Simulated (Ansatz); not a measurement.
This script drives Ansatz 0.2.0, Python API.

Input file `batio3.cif`:
```cif
data_BaTiO3
_cell_length_a 3.999800
_cell_length_b 3.999800
_cell_length_c 4.018000
_cell_angle_alpha 90.00000
_cell_angle_beta 90.00000
_cell_angle_gamma 90.00000
_symmetry_space_group_name_H-M 'P 1'
_symmetry_Int_Tables_number 1
loop_
_symmetry_equiv_pos_as_xyz
'x, y, z'
loop_
_atom_site_label
_atom_site_type_symbol
_atom_site_fract_x
_atom_site_fract_y
_atom_site_fract_z
Ba1 Ba    0.000000    0.000000    0.000000
Ti2 Ti    0.500000    0.500000    0.490000
O3 O    0.500000    0.500000    0.019000
O4 O    0.500000    0.000000    0.517000
O5 O    0.000000    0.500000    0.517000
```

The script, `vcrelax_batio3.py`:
```python
"""Relax cell and ions of BaTiO3."""

from pathlib import Path
import warnings

import ansatz
from ase import Atoms
from ase.data import atomic_numbers
from ase.io import read
from ase.io import write
import numpy as np
import spglib

SMEARING = "fixed"
XC = "pbe"
FMAX = 0.02

def edges_and_angles(cell):
    cell = np.asarray(cell)
    a, b, c = np.linalg.norm(cell, axis=1)
    cosines = cell[1] @ cell[2] / (b * c), cell[0] @ cell[2] / (a * c), cell[0] @ cell[1] / (a * b)
    return (a, b, c, *np.degrees(np.arccos(cosines)))


def main() -> None:
    warnings.simplefilter("ignore", ansatz.DeckWarning)

    atoms = read("batio3.cif")
    batio3 = ansatz.Crystal.from_ase(atoms)

    # every cell quantity that the symmetry leaves free
    calc = (
        batio3.calculation()
        .pseudopotentials("paw")
        .occupations(SMEARING)
        .functional(XC)
        .kpoints(6)
        .relax(force_tolerance=FMAX, cell=True)
        .density()  # keep the density on its grid
        .potential()  # keep the local potentials
        .electron_localization_function()  # 1 for a lone pair or bond, 0.5 for a uniform gas
        .output_files(volumetric_format="npy")
    )
    steps = []


    def collect(event):
        if event["event"] == "relax_step":
            steps.append(event["data"])


    out = calc.session().plan().execute(on_event=collect)
    summary = out.report
    for s in steps:
        flag = "" if s["accepted"] else "  (rejected)"
        print("step %2d  E = %.5f eV  largest force component = %.4f eV/A%s" % (s["step"], s["lagrangian_ev"], s["allowed_force_max_ev_ang"], flag))

    first, last = steps[0], steps[-1]
    symbols = [site.symbol for site in out.lattice.sites]
    print(f"energy gained {first['lagrangian_ev'] - last['lagrangian_ev']:.4f} eV in {len(steps) - 1} steps")
    for label, vectors in (("before", first["cell_ang"]), ("after", out.lattice.cell_ang)):
        print(label, "a b c (A) {:.4f} {:.4f} {:.4f}  angles {:.2f} {:.2f} {:.2f}".format(*edges_and_angles(vectors)), f" V = {abs(np.linalg.det(vectors)):.3f} A^3")
    print("final stress xx yy zz (GPa, compression positive):", np.round(np.diag(summary["stress_gpa"]), 3) + 0.0)

    fractions = [site.position_frac for site in out.lattice.sites]
    numbers = [atomic_numbers[s] for s in symbols]
    for tolerance in (1e-3, 1e-2, 1e-1):
        print(f"space group at {tolerance} A:", spglib.get_spacegroup((out.lattice.cell_ang, fractions, numbers), symprec=tolerance))

    print("atom   start x y z (A)              end x y z (A)")
    for symbol, a, b in zip(symbols, first["positions_ang"], last["positions_ang"]):
        print(f"{symbol:3s}", " ".join(f"{v:8.4f}" for v in a), "  ", " ".join(f"{v:8.4f}" for v in b))

    relaxed = Atoms(symbols, positions=[site.position_ang for site in out.lattice.sites], cell=out.lattice.cell_ang, pbc=True)
    write("relaxed.extxyz", relaxed, format="extxyz")

    print("relaxed fractional positions")
    for site in out.lattice.sites:
        print(f"  {site.symbol:2s}", " ".join(f"{v % 1:8.5f}" for v in np.round(site.position_frac, 5)))

    energy = summary["free_energy_ev"]
    print("F of the BaTiO3 cell: {:.6f} eV = {:.6f} Ry = {:.6f} Ha".format(energy, energy / 13.605693, energy / 27.211386))
    print("Fermi level {:.4f} eV, {} k-points, {} symmetry operations".format(summary["fermi_energy_ev"], summary["n_kpoints"], summary["n_symmetry_ops"]))

    folder = Path(out.write_results("fields"))
    print("densities in e/A^3, potentials in eV, ELF without unit")
    for name in sorted(p.name for p in folder.glob("*.npy")):
        field = np.load(folder / name)
        print(f"{name:16s} {str(field.shape):16s} min {field.min():10.4f}  mean {field.mean():10.4f}  max {field.max():10.4f}")

    print(calc.to_yaml())


if __name__ == "__main__":
    main()
```

It is started by `python vcrelax_batio3.py`. Estimate its wall time and peak memory on 1 thread of Arm Neoverse V2 (shared host).

It took about 82 s, with a peak of 0.53 GiB, for 1 run of the engine.

Running `python vcrelax_batio3.py` prints:
```text
step  1  E = -10159.57757 eV  largest force component = 0.3115 eV/A
step  2  E = -10159.58563 eV  largest force component = 0.3218 eV/A
step  3  E = -10159.58774 eV  largest force component = 0.2778 eV/A
step  4  E = -10159.59572 eV  largest force component = 0.2900 eV/A
step  5  E = -10159.60087 eV  largest force component = 0.2801 eV/A
step  6  E = -10159.60775 eV  largest force component = 0.0250 eV/A
step  7  E = -10159.60783 eV  largest force component = 0.0266 eV/A
step  8  E = -10159.60749 eV  largest force component = 0.0047 eV/A
step  9  E = -10159.61818 eV  largest force component = 0.0043 eV/A
step 10  E = -10159.61795 eV  largest force component = 0.0076 eV/A
step 11  E = -10159.61889 eV  largest force component = 0.0076 eV/A
step 12  E = -10159.61871 eV  largest force component = 0.0012 eV/A
step 13  E = -10159.61893 eV  largest force component = 0.0012 eV/A
energy gained 0.0414 eV in 12 steps
before a b c (A) 3.9998 3.9998 4.0180  angles 90.00 90.00 90.00  V = 64.282 A^3
after a b c (A) 3.9854 3.9854 4.2019  angles 90.00 90.00 90.00  V = 66.740 A^3
final stress xx yy zz (GPa, compression positive): [-0.01 -0.01  0.  ]
space group at 0.001 A: P4mm (99)
space group at 0.01 A: P4mm (99)
space group at 0.1 A: P4mm (99)
atom   start x y z (A)              end x y z (A)
Ba    0.0000   0.0000   0.0000     -0.0000  -0.0000  -0.0447
Ti    1.9999   1.9999   1.9688      1.9927   1.9927   1.9836
O     1.9999   1.9999   0.0763      1.9927   1.9927   0.1717
O     1.9999   0.0000   2.0773      1.9927   0.0000   2.1864
O     0.0000   1.9999   2.0773      0.0000   1.9927   2.1864
relaxed fractional positions
  Ba  0.00000  0.00000  0.98937
  Ti  0.50000  0.50000  0.47208
  O   0.50000  0.50000  0.04085
  O   0.50000  0.00000  0.52035
  O   0.00000  0.50000  0.52035
F of the BaTiO3 cell: -10159.618934 eV = -746.718226 Ry = -373.359113 Ha
Fermi level 9.9731 eV, 40 k-points, 8 symmetry operations
densities in e/A^3, potentials in eV, ELF without unit
elf.npy          (27, 27, 30)     min     0.0000  mean     0.3464  max     0.8836
rho.npy          (27, 27, 30)     min     0.0303  mean     0.5993  max     9.9452
v_es.npy         (27, 27, 30)     min   -46.5083  mean     5.4104  max    15.1492
v_tot.npy        (27, 27, 30)     min   -72.0098  mean    -5.5719  max     9.3820
crystal:
  lattice:
    - [3.9998, 0.0, 0.0]
    - [0.0, 3.9998, 0.0]
    - [0.0, 0.0, 4.018]
  atoms:
    - { symbol: Ba, position: [0.0, 0.0, 0.0] }
    - { symbol: Ti, position: [0.5, 0.5, 0.49] }
    - { symbol: O, position: [0.5, 0.5, 0.019] }
    - { symbol: O, position: [0.5, 0.0, 0.517] }
    - { symbol: O, position: [0.0, 0.5, 0.517] }
kpoints:
  mp_grid:
    grid: [6, 6, 6]
hamiltonian:
  xc: pbe
  pseudopotentials:
    kind: paw
scf:
  occupations:
    method: fixed
relax:
  f_tol: 0.02
  cell: {}
output:
  write_density: true
  write_potential: true
  volumetric_format: npy
  elf: true
```

File `relaxed.extxyz` afterwards:
```text
5
Lattice="3.985382970985812 -2.692224688402231e-33 3.4363374208308454e-17 -1.1538105807438134e-33 3.985382970985812 -3.184997957261568e-34 3.451973537901479e-17 -3.199490422590374e-34 4.201878918349656" Properties=species:S:1:pos:R:3 pbc="T T T"
Ba      -0.00000000      -0.00000000      -0.04465248
Ti       1.99269149       1.99269149       1.98362136
O        1.99269149       1.99269149       0.17166049
O        1.99269149       0.00000000       2.18643490
O        0.00000000       1.99269149       2.18643490
```

Notes:
- Absolute energies stand on the zero of these potentials, so only differences at equal settings mean something. A total without «per atom» is that of the whole cell that was run.
- The run is spin-unpolarised.
- Under fixed occupations the level called the Fermi level is the highest filled one on the SCF mesh; off the mesh a filled band can lie a little above it.
- Only differences from the Fermi energy are physical; the zero of the scale is a convention.
- Energies along a relaxation are free energies. Rows at an unchanged volume are solved on a plane-wave basis chosen afresh for that cell, so the energy can jump there; the script counts such rows among its steps.
- Of the deposited cell: the entry's cell lengths or inner coordinates differ somewhat from later room-temperature determinations.
- Grid values close to the nuclei reflect the PAW or pseudopotential construction, not the all-electron fields.
- The structure is a deposited one; some such entries were measured under pressure or heat, so a shift against it needn't be the functional's error alone.
